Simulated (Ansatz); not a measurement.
**CH₄BNO: a ladder of functionals and wavefunction methods**

One table from this session's results is given with a row withheld; the runs are named, their logs left out.

Method: functionals in def2-TZVPP, the program's frozen cores in correlated methods; program: Ansatz 0.2.0, Gaussian basis.

Plan: LDA (SPW92), PBE-D4, revPBE-D4, BLYP-D4, r2SCAN-D4, B97M-V, PBE0-D4, B3LYP-D4, r2SCANh-D4, r2SCAN0-D4, HSE06-D4, BHLYP-D4, CAM-B3LYP-D4, LC-ωPBE, ωB97X-V, ωB97M-V, B2PLYP, PBE-QIDH; CCSD(T)/def2-SVP; CCSD(T)/def2-TZVPP; MP2/def2-QZVPP; extrapolation to the limit; RPA on PBE.

1 further run of the same task is left out (it didn't finish).

## The geometry

The geometry comes from an earlier relaxation with PBE0-D4 in a triple-zeta def2 set; it is a stationary point, not always the lowest conformer.

SMILES `NB1CO1`, 8 atoms, charge 0, spin multiplicity 1.

Atoms are counted from 1 here; the program's logs count them from 0.

Bond lengths: N1–B2 1.383 Å, N1–H5 1.005 Å, N1–H6 1.003 Å, B2–C3 1.506 Å, B2–O4 1.348 Å, C3–O4 1.496 Å, C3–H7 1.087 Å, C3–H8 1.087 Å. Angles: B2–N1–H5 122.6°, B2–N1–H6 122.7°, H5–N1–H6 114.7°, N1–B2–C3 158.1°, N1–B2–O4 139.0°, C3–B2–O4 62.9°, B2–C3–O4 53.4°, B2–C3–H7 122.5°, B2–C3–H8 122.5°, O4–C3–H7 112.8°, O4–C3–H8 112.8°, H7–C3–H8 114.1°, B2–O4–C3 63.7°.

The first run:

Input file in.yaml:

```yaml
crystal:
  periodic: [false, false, false]
  atoms:
    - {symbol: N, position_ang: [-0.876832, 1.188820, -0.296709]}
    - {symbol: B, position_ang: [-0.080203, 0.063028, -0.188359]}
    - {symbol: C, position_ang: [0.789354, -0.975043, 0.471447]}
    - {symbol: O, position_ang: [0.403666, -0.920406, -0.973024]}
    - {symbol: H, position_ang: [-1.286694, 1.480989, -1.167009]}
    - {symbol: H, position_ang: [-1.091139, 1.777931, 0.486307]}
    - {symbol: H, position_ang: [0.378638, -1.841443, 0.983857]}
    - {symbol: H, position_ang: [1.855510, -0.830779, 0.627689]}
basis:
  gaussian: {orbitals: def2-TZVPP}
hamiltonian: {xc: lda}
output: {orbitals: {seedname: orbitals}}
```

On the command line:

```
ansatz run in.yaml --threads 2 --pin off --events-out ev --progress --plain --max-ram 4352MiB
```

Among the steps run: LDA; PBE-D4 (GGA); revPBE-D4 (GGA); BLYP-D4 (GGA); r2SCAN-D4 (meta-GGA); B97M-V (meta-GGA); B3LYP-D4 (hybrid); r2SCANh-D4 (hybrid); r2SCAN0-D4 (hybrid); HSE06-D4 (hybrid); BHLYP-D4 (hybrid); CAM-B3LYP-D4 (range-separated); LC-ωPBE (range-separated); ωB97X-V (range-separated); ωB97M-V (range-separated); B2PLYP (double hybrid); PBE-QIDH (double hybrid).

One of the session's tables, all rows but one given; the rest of the session is left out.

It belongs to the step «Orbital energies across the functionals». 

```
  functional  HOMO (eV)  LUMO (eV)  gap (eV)
 LDA (SPW92)          ?          ?         ?
      PBE-D4      -6.43      -0.06      6.37
   revPBE-D4      -6.37      -0.02      6.34
     BLYP-D4      -6.33      -0.11      6.22
   r2SCAN-D4      -6.67       0.69      7.37
      B97M-V      -6.73       0.16      6.90
     PBE0-D4      -7.83       0.74      8.57
    B3LYP-D4      -7.62       0.38      7.99
  r2SCANh-D4      -7.20       0.92      8.12
  r2SCAN0-D4      -7.99       1.24      9.23
    HSE06-D4      -7.42       0.38      7.80
    BHLYP-D4      -9.15       1.27     10.43
CAM-B3LYP-D4      -9.30       1.44     10.74
     LC-ωPBE     -10.69       2.73     13.42
     ωB97X-V     -10.29       2.54     12.83
     ωB97M-V     -10.18       2.02     12.20
```

Q: Estimate the row for LDA (SPW92) from the others.

As computed: HOMO (eV): -6.60; LUMO (eV): -0.14; gap (eV): 6.46. In the column «HOMO (eV)» it lies between r2SCAN-D4 (-6.67) and PBE-D4 (-6.43).
